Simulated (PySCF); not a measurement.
# CH5Ga (SMILES [CH3][GaH2]) at 6 levels

We compute a comparison of 6 runs (HF/STO-3G, B2PLYP/def2-SVPD, BLYP/def2-SVPD, PBE/def2-SVPD, TPSS/def2-SVPD, wB97X/def2-SVPD) of CH5Ga. The job is set up through a Python script.

The calculation is run with PySCF 2.14.0.

2 further runs of the same task are left out: 2 set aside as unsound or not needed.

## 1. The molecule

CH5Ga: 7 atoms, total charge 0, spin state singlet. SMILES: `[CH3][GaH2]`. Geometry: relaxed at PBE0-D4/def2-TZVP.

Bond lengths: C1–Ga2 1.966 Å, C1–H3 1.096 Å, C1–H4 1.090 Å, C1–H5 1.092 Å, Ga2–H6 1.575 Å, Ga2–H7 1.574 Å. Angles: C1–Ga2–H6 120.1°, C1–Ga2–H7 121.1°, Ga2–C1–H3 108.8°, Ga2–C1–H4 112.4°, Ga2–C1–H5 111.3°, H6–Ga2–H7 118.8°, H3–C1–H4 107.8°, H3–C1–H5 107.0°, H4–C1–H5 109.3°.

## 2. The energy at HF/STO-3G (run 1)

job.py reads:

```python
from pyscf import gto, scf

system = gto.M(
    atom='''
C       -0.632400      -0.456000      -0.459400
Ga       0.757000       0.507000       0.544700
H       -1.177800       0.260300      -1.083600
H       -0.216500      -1.221000      -1.115900
H       -1.362100      -0.913700       0.211700
H        0.374300       1.328300       1.832400
H        2.257500       0.495000       0.070100
''',
    basis='sto-3g',
    verbose=3,
    spin=0,
    max_memory=1860,
    charge=0,
)

mf = scf.RHF(system)
mf.conv_tol = 1e-10
mf.kernel()
if not mf.converged:
    mf = mf.newton().run(mf.mo_coeff, mf.mo_occ)

e_tot = mf.e_tot
print('Final energy', e_tot)
```

The run is started by

```
$ OMP_NUM_THREADS=1 python job.py
```

Standard output:

```text
converged SCF energy = -1941.16557744628
Final energy -1941.1655774462806
```

Wall time 0.74 s (1 thread of Arm Neoverse V1, shared host); peak memory 0.099 GiB.

## 3. The energy at B2PLYP/def2-SVPD (run 2)

job.py reads:

```python
from pyscf import gto, dft, mp

mol = gto.Mole()
mol.atom = [
    ('C', (-0.632400, -0.456000, -0.459400)),
    ('Ga', (0.757000, 0.507000, 0.544700)),
    ('H', (-1.177800, 0.260300, -1.083600)),
    ('H', (-0.216500, -1.221000, -1.115900)),
    ('H', (-1.362100, -0.913700, 0.211700)),
    ('H', (0.374300, 1.328300, 1.832400)),
    ('H', (2.257500, 0.495000, 0.070100)),
]
mol.charge = 0
mol.max_memory = 1860
mol.verbose = 3
mol.basis = 'def2-svpd'
mol.build()

calc0 = dft.RKS(mol)
calc0.xc = '0.53*HF + 0.47*B88, 0.73*LYP'
calc0.conv_tol = 1e-10
calc0.grids.level = 5
calc0.kernel()
if not calc0.converged:
    calc0 = calc0.newton().run(calc0.mo_coeff, calc0.mo_occ)

pt = mp.MP2(calc0, frozen=10).run()
etot = calc0.e_tot + 0.27 * pt.e_corr
print('PT2 part  %.8f' % (0.27 * pt.e_corr))
print('E = %.10f Eh' % etot)
```

The run is started by

```
$ OMP_NUM_THREADS=1 python job.py
```

Standard output:

```text
converged SCF energy = -1965.12065010378
E(RMP2) = -1965.5902123178  E_corr = -0.469562214017794
E(SCS-RMP2) = -1965.57790956058  E_corr = -0.457259456796389
PT2 part  -0.12678180
E = -1965.2474319016 Eh
```

Run time: 16 s. Hardware: 1 thread of Arm Neoverse V1, shared host; peak memory 0.5 GiB.

## 4. The energy at BLYP/def2-SVPD (run 3)

calc.py reads:

```python
from pyscf import gto, dft

mol = gto.Mole()
mol.atom = '''
C   -0.632400  -0.456000  -0.459400
Ga   0.757000   0.507000   0.544700
H   -1.177800   0.260300  -1.083600
H   -0.216500  -1.221000  -1.115900
H   -1.362100  -0.913700   0.211700
H    0.374300   1.328300   1.832400
H    2.257500   0.495000   0.070100
'''
mol.charge = 0
mol.verbose = 4
mol.basis = 'def2-svpd'
mol.max_memory = 1860
mol.build()

mf = dft.RKS(mol, xc='blyp')
mf.conv_tol = 1e-10
mf.grids.level = 5
mf.kernel()
if not mf.converged:
    mf = mf.newton().run(mf.mo_coeff, mf.mo_occ)

etot = mf.e_tot
print('E(%s) = %.9f' % ('BLYP', etot))
```

The run is started by

```
$ OMP_NUM_THREADS=1 python calc.py
```

Standard output:

```text
PySCF version 2.14.0

[... 77 lines left out ...]
converged SCF energy = -1965.70179448905
E(BLYP) = -1965.701794489
```

Run time: 16 s. Hardware: 1 thread of Arm Neoverse V1, shared host; peak memory 0.49 GiB.

Runs 4 to 5 aren't shown in full; the table further down has their settings and results.

## 5. The energy at wB97X/def2-SVPD (run 6)

calc.py reads:

```python
# [CH3][GaH2]
from pyscf import gto, dft

mol = gto.Mole()
mol.atom = '''
C   -0.632400  -0.456000  -0.459400
Ga   0.757000   0.507000   0.544700
H   -1.177800   0.260300  -1.083600
H   -0.216500  -1.221000  -1.115900
H   -1.362100  -0.913700   0.211700
H    0.374300   1.328300   1.832400
H    2.257500   0.495000   0.070100
'''
mol.spin = 0
mol.verbose = 3
mol.max_memory = 1860
mol.basis = 'def2-svpd'
mol.charge = 0
mol.build()

calc0 = dft.RKS(mol, xc='wb97x')
calc0.conv_tol = 1e-10
calc0.grids.level = 5
calc0.kernel()
if not calc0.converged:
    calc0 = calc0.newton().run(calc0.mo_coeff, calc0.mo_occ)

e_tot = calc0.e_tot
print('E = %.10f Eh' % e_tot)
```

The run is started by

```
$ OMP_NUM_THREADS=1 python calc.py
```

Standard output:

```text
converged SCF energy = -1965.70640334494
E = -1965.7064033449 Eh
```

It took 25 s on 1 thread of Arm Neoverse V1, shared host; peak memory 0.5 GiB.

## 6. All runs side by side

| run | level | frozen core orbitals | integration grid | energy (Eh) | dipole moment (D) | HOMO energy (eV) | LUMO energy (eV) | wall time |
| --- | --- | --- | --- | --- | --- | --- | --- | --- |
| 1 | HF/STO-3G | – | – | -1941.165577 | 0.12 | -6.93 | 4.92 | 0.74 s |
| 2 | B2PLYP/def2-SVPD | 10 | 5 | -1965.247432 | 0.66 | -9.13 | -0.39 | 16 s |
| 3 | BLYP/def2-SVPD | – | 5 | -1965.701794 | 0.74 | -6.71 | -2.19 | 16 s |
| 4 | PBE/def2-SVPD | – | 5 | -1965.308977 | 0.74 | -6.84 | -2.22 | 16 s |
| 5 | TPSS/def2-SVPD | – | 5 | -1965.679291 | 0.75 | -6.93 | -2.03 | 34 s |
| 6 | wB97X/def2-SVPD | – | 5 | -1965.706403 | 0.67 | -10.44 | 0.51 | 25 s |

## 7. What came out

| quantity | value |
| --- | --- |
| run 6: total energy | -1965.70640 Eh |
| run 6: dipole moment | 0.67 D |
| run 6: HOMO energy | -10.44 eV |
| run 6: LUMO energy | 0.51 eV |
| run 6: HOMO–LUMO gap | 10.95 eV |

What this shows: The dipole moment (its size) runs from 0.12 D (HF/STO-3G) to 0.75 D (TPSS/def2-SVPD). The two ends differ in method and basis. The HOMO–LUMO gap runs from 4.52 eV (BLYP/def2-SVPD) to 11.85 eV (HF/STO-3G). Totals of different functionals can't be ranked against each other. In run 1 the basis is minimal, so the values are rough. All runs together took 1.8 min, the longest 34 s.
